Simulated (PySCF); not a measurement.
# C3H9ISi (Trimethylsilane Iodide): the cost of one run

Computed with PySCF 2.14.0 and routines of our own; the level stands in each step. Atoms count from 0.

## Step 1: The system as given

14 atoms, charge 0, multiplicity 1; geometry from: GFN2-xTB.

## Step 2: Optimising the geometry at PBE0-D3(BJ)/def2-SVP

Job settings and geometry (Å):

```
{"job": {"xc": "PBE0", "basis": "def2-SVP", "d3": "d3bj", "grid": 1, "maxiter": 30, "shake": 0.01, "kind": "geom"}, "charge": 0, "multiplicity": 1}
C     -0.208390     1.787930     0.033800
Si     0.115560    -0.030910     0.326910
C      1.471710    -0.693930    -0.809210
C     -1.420220    -1.078550     0.243980
I      0.976530    -0.219050     2.659350
H     -0.612140     1.989740    -0.975940
H     -0.956760     2.189790     0.732100
H      0.687810     2.413820     0.143490
H      2.404530    -0.110800    -0.668080
H      1.722140    -1.729110    -0.556970
H      1.190200    -0.648680    -1.836660
H     -1.887320    -1.055900    -0.738750
H     -1.272180    -2.108350     0.481800
H     -2.218630    -0.721080     0.956430
```

Launch:

```console
$ OMP_NUM_THREADS=1 python heavy_run.py task.json out
```

This one command runs all jobs of the session in turn.

**Question.** How long does this first job take on 1 thread of Arm Neoverse V1, shared host, and how much memory does it need?

About 1.7 min, with a peak of 0.64 GiB.
